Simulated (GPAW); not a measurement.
Here is a GPAW 26.7.0 calculation.

run.py

```python
import numpy as np
from ase.io import read
from gpaw import PW
from gpaw.dft import DFT
from gpaw.hubbard import aoom

atoms = read('POSCAR')

dft = DFT(atoms,
          mode=PW(600),
          xc='PBE',
          kpts={'size': (7, 7, 7), 'gamma': True},
          occupations={'name': 'methfessel-paxton', 'order': 0, 'width': 0.05},
          setups={'Ta': ':d,4.0'},
          nbands=21,
          convergence={'density': 0.0001, 'energy': 1e-05},
          maxiter=120,
          txt='gpaw.txt')
print(f'Energy: {dft.calculate_energy():.6f} eV')
print('Forces (eV/A):')
print(dft.calculate_forces().round(4))
print('Stress (eV/A^3):', dft.calculate_stress().round(6))
dft.write_converged()
dft.write_gpw_file('gs.gpw')
for a, l in {0: 2}.items():
    setup = dft.setups[a]
    for s, D_ii in enumerate(dft.density.D_asii[a]):
        n_mm = aoom(D_ii, l, setup.l_j, setup.n_j, setup.N0_q)[0] / 2
        print(f'atom {a} spin {s} trace {n_mm.trace():.4f} eigenvalues', *np.linalg.eigvalsh(n_mm).round(3))
        np.savetxt(f'occupation-{a}-{s}.dat', n_mm, fmt='%8.4f')
```

POSCAR

```
TaN
1.0
    0.0000000000      2.1790013100      2.1790013100
    2.1790013100      0.0000000000      2.1790013100
    2.1790013100      2.1790013100      0.0000000000
Ta N
1 1
Direct
    0.5000000000      0.5000000000      0.5000000000
    0.0000000000      0.0000000000      0.0000000000
```

Potentials or basis: GPAW PAW data sets (gpaw-data 1.2.1), pw.

The run is started by

```console
$ OMP_NUM_THREADS=1 python run.py
```

(1) What does it give for the pressure?

(2) What does it give for the band gap on the k mesh?

## Answers

(1) 19.3 GPa.

(2) none (metal or under the smearing width).

Caveat: the cutoff is short for stress and forces, so pressures can be off by a GPa or more; U without spin polarisation on a metal has little footing.
